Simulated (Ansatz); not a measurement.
# ClFH3NSi: ionisation energy by level of theory

How much energy removes an electron from ClFH3NSi at fixed geometry? The cation is run at each level and the neutral's energy taken from earlier runs.

Computed with Ansatz 0.2.0, Gaussian basis. Level: unrestricted cation, the program's frozen cores in correlated methods.

Plan: UKS PBE-D4/def2-TZVPP; UKS r2SCAN-D4/def2-TZVPP; UKS PBE0-D4/def2-TZVPP; UKS B3LYP-D4/def2-TZVPP; UKS wB97X-V/def2-TZVPP; UKS wB97M-V/def2-TZVPP; UKS B2PLYP/def2-TZVPP; UHF-CCSD(T)/def2-TZVPP; UHF-MP2/def2-QZVPP; extrapolation to the limit; then −ε(HOMO) from the neutral's earlier runs with LDA (SPW92), PBE-D4, revPBE-D4, BLYP-D4, r2SCAN-D4, B97M-V, PBE0-D4, B3LYP-D4, r2SCANh-D4, r2SCAN0-D4, HSE06-D4, BHLYP-D4, CAM-B3LYP-D4, LC-ωPBE, ωB97X-V, ωB97M-V.

3 further runs of the same task are left out: 1 for a known fault of the program, 2 that didn't finish.

## Step 1: Structure used throughout

An earlier PBE0-D4 in a triple-zeta def2 set relaxation fixed the geometry.

SMILES `N[SiH](F)Cl`, 7 atoms, charge 0, spin multiplicity 1.

Atoms are counted from 1 here; the program's logs count them from 0.

Bond lengths: N1–Si2 1.685 Å, N1–H5 1.006 Å, N1–H6 1.006 Å, Si2–F3 1.593 Å, Si2–Cl4 2.039 Å, Si2–H7 1.471 Å. Angles: Si2–N1–H5 122.2°, Si2–N1–H6 121.7°, H5–N1–H6 112.7°, N1–Si2–F3 114.5°, N1–Si2–Cl4 107.9°, N1–Si2–H7 110.7°, F3–Si2–Cl4 105.8°, F3–Si2–H7 106.2°, Cl4–Si2–H7 111.6°.

As a file:

```xyz
7
charge 0, multiplicity 1
N    -0.71722   -0.73470   -0.30991
Si    0.50150    0.34295    0.13040
F     0.74513    0.46035    1.70075
Cl   -0.05426    2.20519   -0.48688
H    -1.69104   -0.48287   -0.28566
H    -0.57388   -1.73072   -0.29355
H     1.78977   -0.06019   -0.45513
```

## Step 2: Cation, UKS PBE-D4/def2-TZVPP

File in.yaml:

```yaml
crystal:
  periodic: [false, false, false]
  atoms:
    - {symbol: N, position_ang: [-0.717215, -0.734698, -0.309910]}
    - {symbol: Si, position_ang: [0.501499, 0.342949, 0.130396]}
    - {symbol: F, position_ang: [0.745125, 0.460347, 1.700749]}
    - {symbol: Cl, position_ang: [-0.054262, 2.205187, -0.486881]}
    - {symbol: H, position_ang: [-1.691045, -0.482875, -0.285664]}
    - {symbol: H, position_ang: [-0.573885, -1.730724, -0.293548]}
    - {symbol: H, position_ang: [1.789773, -0.060185, -0.455132]}
basis:
  gaussian: {orbitals: def2-TZVPP}
total_charge: 1
magnetization: {spin_polarized: true, initial_magnetization: 1}
hamiltonian: {xc: pbe, dispersion: d4}
```

Started as:

```sh
$ ansatz run in.yaml --threads 2 --pin off --events-out ev --progress --plain --max-ram 32768MiB --backend cpu
```

Further steps of the session: Cation, UKS r2SCAN-D4/def2-TZVPP; Cation, UKS PBE0-D4/def2-TZVPP; Cation, UKS B3LYP-D4/def2-TZVPP; Cation, UKS wB97X-V/def2-TZVPP; Cation, UKS wB97M-V/def2-TZVPP; Cation, UKS B2PLYP (frozen core)/def2-TZVPP; Cation, UHF-CCSD(T)/def2-TZVPP; Cation, UHF-MP2/def2-QZVPP.

Q: Predict the results of all the runs planned. Wanted: ionisation energy, CCSD(T)/CBS; nearest functional by difference; nearest −ε(HOMO); −ε(HOMO) of PBE; T1 of the cation.

The runs gave:

```
                        quantity               value
  ionisation energy, CCSD(T)/CBS            11.06 eV
nearest functional by difference  ωB97X-V (-0.13 eV)
                nearest −ε(HOMO)  LC-ωPBE (+0.19 eV)
                 −ε(HOMO) of PBE             6.82 eV
                T1 of the cation               0.021
```

In words: Energy differences with functionals land within 0.71 eV of the reference. −ε(HOMO) of PBE misses by 4.2 eV, since self-interaction lifts the level. Among orbital estimates LC-ωPBE comes nearest. Hartree-Fock falls 1.48 eV short, as the neutral has more correlation energy than the cation. The cation may have settled in a state other than its lowest; no search over hole states beyond the program's own was made.
